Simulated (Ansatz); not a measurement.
# AlCo (CsCl type): the cost of one run

Program: Ansatz 0.2.0. Level of theory: DFT PBE, with the methods named in each step. These are calculated values, not measurements.

## Step 1: The structure to begin with

The structure is cubic, space group Pm-3m (No. 221). The conventional cell has a = 2.853 Å, b = 2.853 Å, c = 2.853 Å, α = 90.00°, β = 90.00°, γ = 90.00°. Co (site symmetry m-3m) has 8 Al at 2.47 Å as nearest neighbours. Around Al (site symmetry m-3m) lie 8 Co at 2.47 Å.

As a file:

```
CELL_PARAMETERS angstrom
0.00000 0.00000 2.85282
2.85282 -2.85282 0.00000
2.85282 2.85282 0.00000
ATOMIC_POSITIONS crystal
Co 0.00000 0.00000 0.00000
Co 0.00000 0.50000 0.50000
Al 0.50000 0.50000 0.00000
Al 0.50000 0.00000 0.50000
```

Atoms are numbered in the order of the input: Co1, Co2, Al3, Al4.

## Step 2: Bulk in the slab's orientation, LAPW

input.yaml

```yaml
crystal:
  lattice:
    - [0.0, 0.0, 2.8528193276]
    - [2.8528193276, -2.8528193276, 0.0]
    - [2.8528193276, 2.8528193276, 0.0]
  atoms:
    - { symbol: Co, position: [0.0, 0.0, 0.0] }
    - { symbol: Co, position: [0.0, 0.5, 0.5] }
    - { symbol: Al, position: [0.5, 0.5, 0.0] }
    - { symbol: Al, position: [0.5, 0.0, 0.5] }
kpoints:
  mp_grid: { grid: [13, 9, 9] }
scf:
  occupations: { method: fermi_dirac, width: 0.1 }
hamiltonian:
  xc: pbe
  pseudopotentials: { kind: all_electron, lapw: { basis_error: 0.001 } }
output:
  forces: true
  stress: true
  eigenvalues: true
```

On the command line:

```
> ansatz run input.yaml --threads 4 --pin off --max-ram 12288MiB --backend cpu --events-out ev --progress --plain --runs-dir out
```

Q: Estimate wall time and peak memory on 4 threads of Arm Neoverse V1, shared host.

About 15 s, with a peak of 0.68 GiB.
